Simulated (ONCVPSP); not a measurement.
# Oxygen: generating and testing an ONCV potential

Do these settings give a usable potential? It is generated, then checked for transferability, scattering, ghosts and hardness.

Method: ONCVPSP 4.0.1.1 (patched build), PBEsol, scalar-relativistic.

## Step 1: Starting point

Typed settings, in words:

| Property | Result |
| --- | --- |
| element | oxygen (O, Z = 8) |
| type | optimised norm-conserving Vanderbilt (ONCV) |
| frozen core | [He] |
| valence charge | 6 |
| reference configuration | 2s2 2p4 |
| partial waves | 2s: rc 0.90 bohr, ncon 5, nbas 10, qcut 6.9 1/bohr, 1 projector; 2p: rc 1.00 bohr, ncon 4, nbas 7, qcut 6.7 1/bohr, 1 projector; d scattering state at 0.38 Ha: rc 0.80 bohr, ncon 5, nbas 8, qcut 14.3 1/bohr, 1 projector |
| local potential | polynomial inside 0.75 bohr (lpopt 3, dvloc0 2 Ha) |
| core correction | not asked for |

The nodes and maxima of the atom's own shells, from an earlier all-electron run, set the scale for the radii.

All-electron outer shells of the reference configuration (PBEsol, scalar-relativistic, ld1.x):

```tsv
shell	level (eV)	outermost node (bohr)	outermost maximum (bohr)
1s	-512.77	–	0.13
2s	-23.81	0.28	0.87
2p	-8.97	–	0.82
```

## Step 2: Generation

The input, O.dat:

```
# ATOM AND REFERENCE CONFIGURATION
# atsym  z   nc   nv     iexc    psfile
  O 8.00    1    2  -116133      upf
#
#   n    l    f
    1    0    2.00
    2    0    2.00
    2    1    4.00
#
# PSEUDOPOTENTIAL AND OPTIMIZATION
# lmax
    2
#
#   l,   rc,      ep,       ncon, nbas, qcut
    0    0.90    0.00    5   10    6.90
    1    1.00    0.00    4    7    6.70
    2    0.80    0.38    5    8   14.30
#
# LOCAL POTENTIAL
# lloc, lpopt,  rc(5),   dvloc0
    4    3    0.75    2.00
#
# VANDERBILT-KLEINMAN-BYLANDER PROJECTORs
# l, nproj, debl
    0    1    3.60
    1    1    2.90
    2    1    2.70
#
# MODEL CORE CHARGE
# icmod, fcfact, rcfact
    0    0.00    0.00
#
# LOG DERIVATIVE ANALYSIS
# epsh1, epsh2, depsh
   -2.00    5.00    0.02
#
# OUTPUT GRID
# rlmax, drl
    6.00    0.01
#
# TEST CONFIGURATIONS
# ncnf
    4
# nvcnf
#   n    l    f
    2
    2    0    2.00
    2    1    3.00
#
    2
    2    0    2.00
    2    1    2.00
#
    2
    2    0    2.00
    2    1    1.00
#
    2
    2    0    1.00
    2    1    5.00
#
```

Command:

```sh
$ oncvpsp.x < O.dat > O.out
```

Q: Predict the outcome of this session. Wanted: cutoffs for 1 and 0.1 mHa per electron, occupied waves; bound ghosts; GHOST(+) flags; largest test error; largest phase difference near zero energy, channels read.

The runs gave:

| quantity | value |
| --- | --- |
| cutoffs for 1 and 0.1 mHa per electron, occupied waves | 172 Ha and 347 Ha |
| bound ghosts | none found |
| GHOST(+) flags | none at low energy |
| largest test error (AE − PS) | +392 meV, for 2s2 2p1 |
| largest phase difference near zero energy, channels read | 0.002 rad |

**Reading.** By total energies transferability is poor: the largest error is 392 meV on 103.5 eV, for 2s2 2p1. That test lies far up in energy; among those under 40 eV, nearer to bonding, the largest error is 21 meV. By its cutoff, 172 Ha for the looser tolerance, it is very hard. At the looser tolerance the 2s wave is the slowest; 2p needs 133 Ha. No bound ghost shows below the valence levels. Near zero energy the phases of the channels with partial waves agree within 0.002 rad. All of this concerns the isolated atom, not yet a solid.
